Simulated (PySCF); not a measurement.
# C3H3BO3: the cost of one run

Programs: PySCF 2.14.0, with density-fitted response routines of our own. Each step states its level of theory. These are calculated values for one molecule in the gas phase, unless marked as measured. Atoms count from 0, in the outputs and in this text.

## Step 1: The starting structure

10 atoms, charge 0, multiplicity 1; geometry from: GFN2-xTB. The atoms were then displaced at random by about 0.01 Å, so the start is not that level's minimum.

Bonds of the start (Å): O0–C1 1.20, C1–C2 1.41, C2–C3 1.26, C3–B4 1.50, B4–O5 1.34, B4–O6 1.36, C1–H7 1.11, O5–H8 0.96, O6–H9 0.95.

## Step 2: Relaxing the molecule at PBE0-D3(BJ)/def2-SVP

What the job is given:

```
{"job": {"xc": "PBE0", "basis": "def2-SVP", "d3": "d3bj", "grid": 1, "shake": 0.01, "kind": "geom"}, "charge": 0, "multiplicity": 1}
O     -3.518240    -0.990460    -0.388610
C     -2.739690    -0.404780    -1.086760
C     -1.371850    -0.211470    -0.797290
C     -0.144160    -0.029390    -0.559900
B      1.310580     0.181830    -0.269720
O      2.166590    -0.772310    -0.659280
O      1.665280     1.330780     0.372450
H     -2.997550     0.050490    -2.067750
H      3.099610    -0.644360    -0.453630
H      2.579880     1.468730     0.578430
```

Run with:

```sh
> OMP_NUM_THREADS=1 python probes_run.py task.json out
```

The driver reads the jobs from task.json and runs them one after another.

**Question.** How long does this first job take on 1 thread of Arm Neoverse V2, shared host, and how much memory does it need?

About 56 s, with a peak of 0.45 GiB.
